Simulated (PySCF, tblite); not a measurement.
**C₆H₈FNO+ (doublet): geometry, infrared bands and EPR parameters**

Wanted: the infrared bands and EPR parameters of C₆H₈FNO+ (doublet) (`CCC1=NO[CH+][C]1CF`), by calculation.

The runs use tblite 0.8.0 and PySCF 2.14.0, with density-fitted response routines of our own; the level of theory stands in each step. All values are computed, except where a source is named. Atoms count from 0, in the outputs and in this text.

## 1. Starting geometry

17 atoms, charge 1, multiplicity 2; geometry from: force field or distance geometry start.

Bonds of the start (Å): C0–C1 1.52, C1–C2 1.49, C2–N3 1.29, N3–O4 1.44, O4–C5 1.38, C5–C6 1.41, C6–C7 1.46, C7–F8 1.36, C6–C2 1.46, C0–H9 1.09, C0–H10 1.10, C0–H11 1.09, C1–H12 1.09, C1–H13 1.11, C5–H14 1.06, C7–H15 1.10, C7–H16 1.09.

## 2. Optimising the geometry with GFN2-xTB

The job: settings as JSON, then the geometry in Å.

```
{"job": {"kind": "relax", "xc": "GFN2-xTB", "basis": "xTB"}, "charge": 1, "multiplicity": 2}
C      2.152900     0.730800    -0.193700
C      1.055500     0.602400     0.850600
C      0.186900    -0.576500     0.558900
N      0.460300    -1.795400     0.877100
O     -0.610100    -2.643600     0.423500
C     -1.525300    -1.821900    -0.205800
C     -1.077400    -0.483200    -0.157100
C     -1.771700     0.721500    -0.608100
F     -0.923600     1.552700    -1.263800
H      2.760900    -0.168600    -0.233200
H      1.708900     0.886100    -1.188600
H      2.789100     1.581900     0.036500
H      0.459500     1.515700     0.921600
H      1.517500     0.444500     1.843400
H     -2.396600    -2.274100    -0.614300
H     -2.590700     0.471900    -1.293100
H     -2.203000     1.268100     0.236200
```

Launch:

```sh
$ OMP_NUM_THREADS=1 python probes_run.py task.json out
```

One launch serves the whole session: the jobs run in the order shown.

**Question.** This job is followed by: GFN2-xTB harmonic vibrations, gas phase; UKS B3LYP, pcH-1 on C F H N O, non-relativistic, mean-field spin-orbit, GIAO. What will the session give for the following? strongest single infrared mode (GFN2-xTB); zero-point energy (GFN2-xTB); g(iso) (B3LYP); ⟨S²⟩; largest a(iso) (averaged by class).

The runs gave:

| quantity | value |
| --- | --- |
| strongest single infrared mode (GFN2-xTB) | 1328 cm⁻¹, 472 km/mol |
| zero-point energy (GFN2-xTB) | 80.0 kcal/mol |
| g(iso) (B3LYP) | 2.00327 |
| ⟨S²⟩ | 0.763 (exact 0.75) |
| largest a(iso) (averaged by class) | 1H on H15, H16, 116.5 MHz |

**Reading.** The optimisation took 90 steps and gained 0.398 eV; among the close pairs (by a distance rule), N3–O4 changed most, from 1.439 to 1.332 Å. All 45 modes are real, so the xTB geometry is a minimum. The strongest single mode, at 1328 cm⁻¹, is spread over many atoms; the largest shares are those of H16, H15. Unscaled tight-binding wavenumbers are off by several per cent, some by more. Its intensities can rank the bands wrongly. The largest spin populations lie on C5 (0.37 e), C6 (0.35 e), N3 (0.31 e). The isotropic g lies 1.0 ppt above the free-electron value. These values are for one conformer; the search (at its own cheap level) found 2 more, at 0.01, 0.34 kcal/mol (those within 0.05 may be mirror or relabelled copies), and measured spectra average over such forms.
